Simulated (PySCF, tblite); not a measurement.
**C₅H₆NSe radical: geometry, infrared bands and EPR parameters**

Aim: predict the infrared bands and EPR parameters of C₅H₆NSe radical (`C[CH]c1cc[se]n1`).

Computed with tblite 0.8.0 and PySCF 2.14.0, with density-fitted response routines of our own, on a single molecule in the gas phase. Atoms are numbered from 0 throughout.

## Step 1: Starting geometry

13 atoms, charge 0, multiplicity 2; geometry from: force field or distance geometry start.

Bonds of the start (Å): C0–C1 1.49, C1–C2 1.53, C2–C3 1.35, C3–C4 1.35, C4–Se5 1.89, Se5–N6 1.95, N6–C2 1.31, C0–H7 1.09, C0–H8 1.11, C0–H9 1.11, C1–H10 1.13, C3–H11 1.11, C4–H12 1.08.

## Step 2: Optimising the geometry with GFN2-xTB

The job: settings as JSON, then the geometry in Å.

```
{"job": {"kind": "relax", "xc": "GFN2-xTB", "basis": "xTB"}, "charge": 0, "multiplicity": 2}
C     -2.000100     0.088000    -0.502900
C     -1.181500     0.333500     0.720700
C      0.225200    -0.171600     0.375400
C      1.270900     0.671500     0.285200
C      2.458200     0.105200    -0.025800
Se     2.317000    -1.756500    -0.306400
N      0.438000    -1.439400     0.120100
H     -2.612200    -0.810800    -0.460500
H     -2.620200     0.982600    -0.744400
H     -1.317900    -0.012800    -1.367300
H     -1.578900    -0.329100     1.539900
H      1.179200     1.754200     0.488100
H      3.418100     0.585600    -0.139800
```

Run with:

```sh
OMP_NUM_THREADS=1 python probes_run.py task.json out
```

One launch serves the whole session: the jobs run in the order shown.

**Question.** This job is followed by: GFN2-xTB harmonic vibrations, gas phase; UKS B3LYP, def2-TZVP-core on Se, pcH-1 on C H N, non-relativistic, mean-field spin-orbit, GIAO. Predict these results of the whole session: strongest single infrared mode (GFN2-xTB); zero-point energy (GFN2-xTB); g(iso) (B3LYP); ⟨S²⟩; largest a(iso) (averaged by class); surface potential, 1st and 99th percentile.

The runs gave:

| quantity | value |
| --- | --- |
| strongest single infrared mode (GFN2-xTB) | 1445 cm⁻¹, 59 km/mol |
| zero-point energy (GFN2-xTB) | 59.0 kcal/mol |
| g(iso) (B3LYP) | 2.00836 |
| ⟨S²⟩ | 0.773 (exact 0.75) |
| largest a(iso) (averaged by class) | 13C on C1, 57.3 MHz |
| surface potential, 1st and 99th percentile | -1.51 V and 1.27 V |

In words: The optimisation took 111 steps and gained 1.910 eV; among the close pairs (by a distance rule), Se5–N6 changed most, from 1.953 to 1.757 Å. No mode is imaginary among the 33: a minimum at this level. The strongest single mode, at 1445 cm⁻¹, is carried by H8, H7, C2, H9. Unscaled tight-binding wavenumbers are off by several per cent, some by more. Its intensities can rank the bands wrongly. C1 carries the largest spin population, 0.71 e. The isotropic g lies 6.0 ppt above the free-electron value. The hyperfine terms hold no scalar relativity, which the heavier nuclei need.
